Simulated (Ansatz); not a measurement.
**One shape, several levels: quartet C2H5BN**

Wanted: a comparison of 6 runs (UHF/3-21G, U-r2SCAN/def2-SVPD, U-revPBE/def2-SVPD, UBLYP/def2-SVPD, UCCSD/def2-SVPD, UCCSD(T)/def2-SVPD) of quartet C2H5BN. 

The results are computed with Ansatz 0.2.0.

40 further runs of the same task are left out: 40 set aside as unsound or not needed.

**1. The system as given**

C2H5BN has 9 atoms, charge 0, and is taken as a quartet. SMILES of the parent species: `B[N]C=C`. The coordinates come from a PBE0-D4/def2-TZVP relaxation. That shape belongs to the parent species and isn't relaxed for this state.

Bond lengths: B1–N2 1.342 Å, N2–C3 1.284 Å, C3–C4 1.392 Å, B1–H5 1.202 Å, B1–H6 1.202 Å, C3–H7 1.093 Å, C4–H8 1.082 Å, C4–H9 1.083 Å. Angles: B1–N2–C3 179.9°, N2–C3–C4 123.6°, N2–B1–H5 119.4°, N2–B1–H6 119.4°, N2–C3–H7 118.2°, C4–C3–H7 118.1°, C3–C4–H8 120.6°, C3–C4–H9 120.2°, H5–B1–H6 121.3°, H8–C4–H9 119.2°.

**2. The energy at UHF/3-21G (run 1)**

job.yaml reads:

```yaml
basis:
  gaussian: {orbitals: 3-21G.json}
crystal:
  periodic: [false, false, false]
  atoms:
    - {symbol: B, position_ang: [-0.864600, 1.674800, -0.110400]}
    - {symbol: "N", position_ang: [-0.486400, 0.387700, -0.106200]}
    - {symbol: C, position_ang: [-0.126200, -0.844400, -0.102100]}
    - {symbol: C, position_ang: [1.161000, -1.270600, 0.212300]}
    - {symbol: H, position_ang: [-1.300900, 2.164000, 0.896800]}
    - {symbol: H, position_ang: [-0.758900, 2.316900, -1.120700]}
    - {symbol: H, position_ang: [-0.871400, -1.601800, -0.359600]}
    - {symbol: H, position_ang: [1.410600, -2.323300, 0.200400]}
    - {symbol: H, position_ang: [1.925400, -0.549500, 0.472300]}
magnetization: {spin_polarized: true, initial_magnetization: 3}
hamiltonian: {xc: hf}
accuracy: high
output: {orbitals: {seedname: orbitals}}
```

The basis set 3-21G is read from a file made from the Basis Set Exchange's data (not shown).

Launch:

```
ansatz run job.yaml --threads 1 --pin off --max-ram 3480MiB --events-out events.jsonl --progress --plain --runs-dir runs
```

Log:

```text
Warning: RAYON_NUM_THREADS=1 ignored (pool sized by the plan → 1); use --threads N
Functional definition: HF
  name "HF"
  exchange = exact_x
  correlation = 0
1110 factors; integrals over basis functions are off by at most 8.7e-9 eV
mean field evaluation 1: about -4259.4637 eV, gradient 1.8e1 eV
mean field evaluation 2: about -4259.8639 eV, gradient 1.8e1 eV
mean field evaluation 4: about -4263.1414 eV, gradient 4.3e0 eV
mean field evaluation 8: about -4263.5780 eV, gradient 5.5e-1 eV
mean field evaluation 16: about -4263.5845 eV, gradient 1.3e-8 eV
mean field evaluation 32: about -4263.1801 eV, gradient 2.1e0 eV
mean field evaluation 64: about -4263.2682 eV, gradient 7.6e-2 eV
mean field -4263.58453481 eV, -156.6838416929 hartree, gradient 3.6e-8 eV, S^2 4.003128; 2 other end points of the search recorded, 0 dependent functions left out
reference -4263.58453481 eV, -156.6838416929 hartree; 16, 13 occupied and 30, 33 virtual orbitals, 1110 factors
Total energy: -4263.58453481 eV, -156.6838416929 hartree
```

Wall time 1.2 s (1 thread of Arm Neoverse V2, shared host); peak memory 0.11 GiB.

**3. The energy at U-r2SCAN/def2-SVPD (run 2)**

in.yaml reads:

```yaml
crystal:
  periodic: [false, false, false]
  atoms:
    - symbol: B
      position_ang: [-0.864600, 1.674800, -0.110400]
    - symbol: "N"
      position_ang: [-0.486400, 0.387700, -0.106200]
    - symbol: C
      position_ang: [-0.126200, -0.844400, -0.102100]
    - symbol: C
      position_ang: [1.161000, -1.270600, 0.212300]
    - symbol: H
      position_ang: [-1.300900, 2.164000, 0.896800]
    - symbol: H
      position_ang: [-0.758900, 2.316900, -1.120700]
    - symbol: H
      position_ang: [-0.871400, -1.601800, -0.359600]
    - symbol: H
      position_ang: [1.410600, -2.323300, 0.200400]
    - symbol: H
      position_ang: [1.925400, -0.549500, 0.472300]
basis:
  gaussian: {orbitals: def2-SVPD}
magnetization: {spin_polarized: true, initial_magnetization: 3}
hamiltonian: {xc: r2scan}
accuracy: high
output: {orbitals: {seedname: orbitals}}
```

Launch:

```
ansatz run in.yaml --threads 1 --pin off --max-ram 3480MiB --events-out events.jsonl --progress --plain --runs-dir runs
```

Log:

```text
Warning: RAYON_NUM_THREADS=1 ignored (pool sized by the plan → 1); use --threads N
Functional definition: r2SCAN
  name "r2SCAN"
  parameter k0 = 0.174
  parameter k1 = 0.065
  parameter a1 = 4.9479
  exchange = r2scan_x(k0 = k0, k1 = k1, a1 = a1)
  correlation = r2scan_c
2481 factors; integrals over basis functions are off by at most 3.5e-9 eV
mean field evaluation 1: about -4303.5144 eV, gradient 3.2e1 eV
mean field evaluation 2: about -4288.5596 eV, gradient 5.8e1 eV
mean field evaluation 4: about -4307.4877 eV, gradient 1.7e1 eV
mean field evaluation 8: about -4309.4494 eV, gradient 3.8e0 eV
mean field evaluation 16: about -4309.5672 eV, gradient 5.6e-3 eV
mean field evaluation 32: about -4309.5672 eV, gradient 1.4e-7 eV
mean field evaluation 64: about -4308.6331 eV, gradient 1.2e1 eV
mean field -4309.56715998 eV, -158.3736719996 hartree, gradient 4.8e-8 eV, S^2 3.802756; 5 other end points of the search recorded, 0 dependent functions left out
reference -4309.56716337 eV, -158.3736721244 hartree; 16, 13 occupied and 104, 107 virtual orbitals, 2481 factors
Total energy: -4309.56716337 eV, -158.3736721244 hartree
```

It took 50 s on 1 thread of Arm Neoverse V2, shared host; peak memory 0.6 GiB.

Run 3 isn't shown in full; the table further down has it.

**4. A single-point energy at UBLYP/def2-SVPD (run 4)**

job.yaml reads:

```yaml
crystal:
  periodic: [false, false, false]
  atoms:
    - symbol: B
      position_ang: [-0.864600, 1.674800, -0.110400]
    - symbol: N
      position_ang: [-0.486400, 0.387700, -0.106200]
    - symbol: C
      position_ang: [-0.126200, -0.844400, -0.102100]
    - symbol: C
      position_ang: [1.161000, -1.270600, 0.212300]
    - symbol: H
      position_ang: [-1.300900, 2.164000, 0.896800]
    - symbol: H
      position_ang: [-0.758900, 2.316900, -1.120700]
    - symbol: H
      position_ang: [-0.871400, -1.601800, -0.359600]
    - symbol: H
      position_ang: [1.410600, -2.323300, 0.200400]
    - symbol: H
      position_ang: [1.925400, -0.549500, 0.472300]
basis:
  gaussian:
    orbitals: def2-SVPD
magnetization:
  spin_polarized: true
  initial_magnetization: 3
hamiltonian:
  xc: {name: BLYP}
accuracy: high
output: {orbitals: {seedname: orbitals}}
```

Launch:

```
ansatz run job.yaml --threads 1 --pin off --max-ram 3480MiB --events-out events.jsonl --progress --plain --runs-dir runs
```

Log:

```text
Warning: RAYON_NUM_THREADS=1 ignored (pool sized by the plan → 1); use --threads N
Functional definition: BLYP
  name "BLYP"
  parameter beta = 0.0042
  parameter a = 0.04918
  parameter b = 0.132
  parameter c = 0.2533
  parameter d = 0.349
  exchange = b88_x(beta = beta)
  correlation = lyp_c(a = a, b = b, c = c, d = d)
2481 factors; integrals over basis functions are off by at most 3.5e-9 eV
mean field evaluation 1: about -4301.9675 eV, gradient 3.8e1 eV
mean field evaluation 2: about -4274.2503 eV, gradient 7.4e1 eV
mean field evaluation 4: about -4307.0819 eV, gradient 2.2e1 eV
mean field evaluation 8: about -4308.5015 eV, gradient 1.4e1 eV
mean field evaluation 16: about -4310.2951 eV, gradient 1.2e-2 eV
mean field evaluation 32: about -4309.9838 eV, gradient 1.9e0 eV
mean field evaluation 64: about -4310.0230 eV, gradient 1.4e0 eV
mean field -4310.29508445 eV, -158.4004227306 hartree, gradient 2.5e-8 eV, S^2 3.761038; 8 other end points of the search recorded, 0 dependent functions left out
reference -4310.29514461 eV, -158.4004249414 hartree; 16, 13 occupied and 104, 107 virtual orbitals, 2481 factors
Total energy: -4310.29514461 eV, -158.4004249414 hartree
```

Run time: 34 s. Hardware: 1 thread of Arm Neoverse V2, shared host; peak memory 0.47 GiB.

Run 5 isn't shown in full; the table further down has it.

**5. The energy at UCCSD(T)/def2-SVPD (run 6)**

molecule.yaml reads:

```yaml
crystal:
  periodic: [false, false, false]
  atoms:
    - {symbol: B, position_ang: [-0.864600, 1.674800, -0.110400]}
    - {symbol: "N", position_ang: [-0.486400, 0.387700, -0.106200]}
    - {symbol: C, position_ang: [-0.126200, -0.844400, -0.102100]}
    - {symbol: C, position_ang: [1.161000, -1.270600, 0.212300]}
    - {symbol: H, position_ang: [-1.300900, 2.164000, 0.896800]}
    - {symbol: H, position_ang: [-0.758900, 2.316900, -1.120700]}
    - {symbol: H, position_ang: [-0.871400, -1.601800, -0.359600]}
    - {symbol: H, position_ang: [1.410600, -2.323300, 0.200400]}
    - {symbol: H, position_ang: [1.925400, -0.549500, 0.472300]}
basis:
  gaussian:
    orbitals: def2-SVPD
magnetization:
  spin_polarized: true
  initial_magnetization: 3
correlation:
  method: ccsd_t
  frozen_orbitals: {B: 1, C: 1, H: 0, "N": 1}
accuracy: high
scf:
  omitted_lower_state_checks: [cluster_reference, increment]
```

Launch:

```
ansatz run molecule.yaml --threads 1 --pin off --max-ram 3480MiB --events-out events.jsonl --progress --plain --runs-dir runs
```

Log:

```text
Warning: RAYON_NUM_THREADS=1 ignored (pool sized by the plan → 1); use --threads N
[... 15 lines left out ...]
4 core orbitals not correlated: weight in the atoms' cores, before any rotation towards them, 1.000 or more for the frozen orbitals, at most 0.000 for the correlated occupied ones
[... 40 lines left out ...]
Total energy: -4299.44901694 eV, -158.0018371012 hartree
Checks for a lower state left out: cluster_reference, increment
```

Run time: 4.9 min. Hardware: 1 thread of Arm Neoverse V2, shared host; peak memory 2.9 GiB.

**6. The series**

| run | level | frozen core orbitals | energy (Eh) | HOMO energy (eV) | ⟨S²⟩ | wall time |
| --- | --- | --- | --- | --- | --- | --- |
| 1 | UHF/3-21G | – | -156.683842 | -4.62 | 4.003 | 1.2 s |
| 2 | U-r2SCAN/def2-SVPD | – | -158.373672 | -1.91 | 3.803 | 50 s |
| 3 | U-revPBE/def2-SVPD | – | -158.428792 | -1.73 | 3.767 | 33 s |
| 4 | UBLYP/def2-SVPD | – | -158.400425 | -1.61 | 3.761 | 34 s |
| 5 | UCCSD/def2-SVPD | 4 | -157.982423 | – | 3.992 | 3.7 min |
| 6 | UCCSD(T)/def2-SVPD | 4 | -158.001837 | – | 3.992 | 4.9 min |

**7. Results**

```
                                          quantity          value
                               run 6: total energy  -158.00184 Eh
run 6: correlation energy (4 core orbitals frozen)     -544.2 mEh
                             run 6: (T) correction     -19.41 mEh
          run 6: ⟨S²⟩ of the reference determinant          3.992
                              run 6: T1 diagnostic          0.033
```

What this shows: Totals of different functionals can't be ranked against each other. Spin contamination of the reference: run 1 ⟨S²⟩ = 4.00, run 5 ⟨S²⟩ = 3.99, run 6 ⟨S²⟩ = 3.99. All runs together took 11 min, the longest 4.9 min.
